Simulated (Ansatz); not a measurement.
**ClH3SbSi radical: a ladder of functionals and wavefunction methods**

Aim: compute ClH3SbSi radical with functionals from several rungs and with coupled cluster. The yardstick is the atomisation energy at the CCSD(T) limit.

Method: functionals in def2-TZVPP, the program's frozen cores in correlated methods; program: Ansatz 0.2.0, Gaussian basis.

Levels to be run: LDA (SPW92), PBE-D4, revPBE-D4, BLYP-D4, r2SCAN-D4, B97M-V, PBE0-D4, B3LYP-D4, r2SCANh-D4, r2SCAN0-D4, HSE06-D4, BHLYP-D4, CAM-B3LYP-D4, LC-ωPBE, ωB97X-V, ωB97M-V, B2PLYP, PBE-QIDH; CCSD(T)/def2-SVP; CCSD(T)/def2-TZVPP; MP2/def2-QZVPP; extrapolation to the limit; RPA on PBE.

## (1) The geometry

An earlier PBE0-D4 in a triple-zeta def2 set relaxation fixed the geometry. Sb takes the def2 core potential; no spin-orbit term is included.

SMILES `[SiH3][Sb][Cl]`, 6 atoms, charge 0, spin multiplicity 2.

Atoms are counted from 1 here; the program's logs count them from 0.

Bond lengths: Si1–Sb2 2.577 Å, Si1–H4 1.486 Å, Si1–H5 1.486 Å, Si1–H6 1.489 Å, Sb2–Cl3 2.359 Å. Angles: Sb2–Si1–H4 109.8°, Sb2–Si1–H5 109.7°, Sb2–Si1–H6 108.8°, H4–Si1–H5 109.6°, H4–Si1–H6 109.4°, H5–Si1–H6 109.5°, Si1–Sb2–Cl3 91.8°.

## (2) LDA

This LDA is Slater exchange with PW92 correlation.

Input file in.yaml:

```yaml
crystal:
  periodic: [false, false, false]
  atoms:
    - {symbol: Si, position_ang: [-0.560927, 0.386973, -0.252712]}
    - {symbol: Sb, position_ang: [1.787927, 0.351657, 0.807645]}
    - {symbol: Cl, position_ang: [1.850233, -2.005800, 0.766634]}
    - {symbol: H, position_ang: [-0.519272, -0.264600, -1.587359]}
    - {symbol: H, position_ang: [-1.518576, -0.334282, 0.624903]}
    - {symbol: H, position_ang: [-0.997385, 1.802153, -0.405410]}
basis:
  gaussian: {orbitals: def2-TZVPP}
magnetization: {spin_polarized: true, initial_magnetization: 1}
hamiltonian: {xc: lda}
output: {orbitals: {seedname: orbitals}}
```

Run with:

```bash
$ ansatz run in.yaml --threads 4 --pin off --events-out ev --progress --plain --max-ram 10444MiB
```

Further steps of the session: PBE-D4 (GGA); revPBE-D4 (GGA); BLYP-D4 (GGA); r2SCAN-D4 (meta-GGA); B97M-V (meta-GGA); B3LYP-D4 (hybrid); r2SCANh-D4 (hybrid); r2SCAN0-D4 (hybrid); HSE06-D4 (hybrid); BHLYP-D4 (hybrid); CAM-B3LYP-D4 (range-separated); LC-ωPBE (range-separated); ωB97X-V (range-separated); ωB97M-V (range-separated); B2PLYP (double hybrid); PBE-QIDH (double hybrid); CCSD(T) in def2-SVP; CCSD(T) in def2-TZVPP; MP2 in def2-QZVPP; RPA on PBE orbitals.

Before running them: what should the planned runs give, taken together? Wanted: atomisation energy, CCSD(T)/CBS; farthest beyond LDA; mean size of error, GGA; mean size of error, meta-GGA; mean size of error, hybrid; mean size of error, range-separated; mean size of error, double hybrid; gap, smallest and largest; T1 diagnostic.

**Answer**, as computed:

| quantity | value |
| --- | --- |
| atomisation energy, CCSD(T)/CBS | 1493.0 kJ/mol |
| functionals within 14.9 kJ/mol (1.0 %) | PBE-D4, BLYP-D4, r2SCAN-D4, B3LYP-D4, r2SCANh-D4, CAM-B3LYP-D4, ωB97M-V |
| farthest beyond LDA | LC-ωPBE (-47.6 kJ/mol) |
| mean size of error, GGA | 10.7 kJ/mol |
| mean size of error, meta-GGA | 14.7 kJ/mol |
| mean size of error, hybrid | 15.3 kJ/mol |
| mean size of error, range-separated | 19.3 kJ/mol |
| mean size of error, double hybrid | 36.3 kJ/mol |
| gap, smallest and largest | 0.77 eV (LDA (SPW92)), 7.73 eV (LC-ωPBE) |
| T1 diagnostic | 0.0143 |
| triples share of the correlation energy | 3.4 % |

**Reading.** The LDA atomisation energy is off by 199.6 kJ/mol (13 %): it overbinds. PBE-D4 misses by +5.1 kJ/mol. Double hybrids carry the basis error of their MP2 part in triple zeta, and no dispersion term here, so their miss is partly the set-up's. The rungs GGA, meta-GGA miss on average by less than the doubt on the reference (14.9 kJ/mol), so they tie; double hybrid functionals have the largest mean beyond LDA (36.3 kJ/mol). The reference freezes the cores and leaves out spin-orbit coupling and excitations past (T), and its outer-core shells are covered unevenly, so misses under about 14.9 kJ/mol can't be ranked. All levels share the lack of spin-orbit coupling, which lowers the free heavy atoms and so the true binding. Hartree-Fock recovers 70 % of the binding; the rest is correlation. CCSD(T) in def2-SVP is off by -173.8 kJ/mol, so the small basis spoils what the method gains. Orbital gaps span 0.8 to 7.7 eV; exact exchange widens them. Correlated methods include outer-core shells of Sb, which these sets cover unevenly.
